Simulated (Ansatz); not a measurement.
# O: the cost of one run

Method: DFT PBE+D3(BJ), plane waves, PAW, scalar-relativistic, collinear spin, in Ansatz 0.2.0.

**1. The starting structure**

The cell holds 20 atoms (O20): a = 7.775 Å, b = 7.775 Å, c = 7.775 Å, α = 90.00°, β = 90.00°, γ = 90.00°.

Its coordinates follow in the input file.

**2. Preparing the start**

File input.yaml:

```yaml
accuracy: low
crystal:
  lattice:
    - [7.77498, 0.0, 0.0]
    - [0.0, 7.77498, 0.0]
    - [0.0, 0.0, 7.77498]
  atoms:
    - { symbol: O, position: [0.491375, 0.0302624, 0.394846], spin: 1.0 }
    - { symbol: O, position: [0.4998089, 0.0305073, 0.2348162], spin: 1.0 }
    - { symbol: O, position: [0.5268285, 0.7416775, 0.065783], spin: 1.0 }
    - { symbol: O, position: [0.3772557, 0.786871, 0.1013672], spin: 1.0 }
    - { symbol: O, position: [1.0580437, 0.5533439, 0.7204787], spin: 1.0 }
    - { symbol: O, position: [0.9001289, 0.5769509, 0.7068281], spin: 1.0 }
    - { symbol: O, position: [0.3914468, 0.4495771, 0.8418629], spin: 1.0 }
    - { symbol: O, position: [0.3214534, 0.397437, 0.7074641], spin: 1.0 }
    - { symbol: O, position: [0.6393656, 0.2627432, 0.7855133], spin: 1.0 }
    - { symbol: O, position: [0.7049719, 0.1545247, 0.6872013], spin: 1.0 }
    - { symbol: O, position: [1.0291412, 0.9443643, 0.942554], spin: 1.0 }
    - { symbol: O, position: [0.9077597, 1.0426712, 0.9067355], spin: 1.0 }
    - { symbol: O, position: [0.0582315, 0.0387428, 0.5762836], spin: 1.0 }
    - { symbol: O, position: [0.2111813, 0.0305677, 0.5291644], spin: 1.0 }
    - { symbol: O, position: [0.8685169, 0.5319249, 0.2036403], spin: 1.0 }
    - { symbol: O, position: [0.8803243, 0.6875032, 0.1670799], spin: 1.0 }
    - { symbol: O, position: [0.1793595, 0.2426014, -0.0517694], spin: 1.0 }
    - { symbol: O, position: [0.0744468, 0.2684529, 0.0665765], spin: 1.0 }
    - { symbol: O, position: [0.6045495, 0.7748622, 0.5465971], spin: 1.0 }
    - { symbol: O, position: [0.5714107, 0.6184468, 0.5574012], spin: 1.0 }
magnetization:
  spin_polarized: true
basis:
  ecutwfc: 420.0
kpoints:
  mp_grid: { grid: [1, 1, 1] }
hamiltonian:
  xc: pbe
  dispersion: d3bj
scf:
  occupations: { method: fermi_dirac, width: 0.02 }
  lower_state_search: "off"
relax:
  f_tol: 0.3
  max_steps: 15
  adjacent_minimum: "off"
output:
  write_density: true
  write_potential: true
  elf: true
  volumetric_format: npy
```

Run with:

```bash
> ansatz run input.yaml --threads 1 --pin off --max-ram 3072MiB --backend cpu --events-out ev --progress --plain --runs-dir out
```

**Question.** How long does this run take on 1 thread of Arm Neoverse N1, shared host, and how much memory does it need?

About 3.1 min, with a peak of 0.56 GiB.
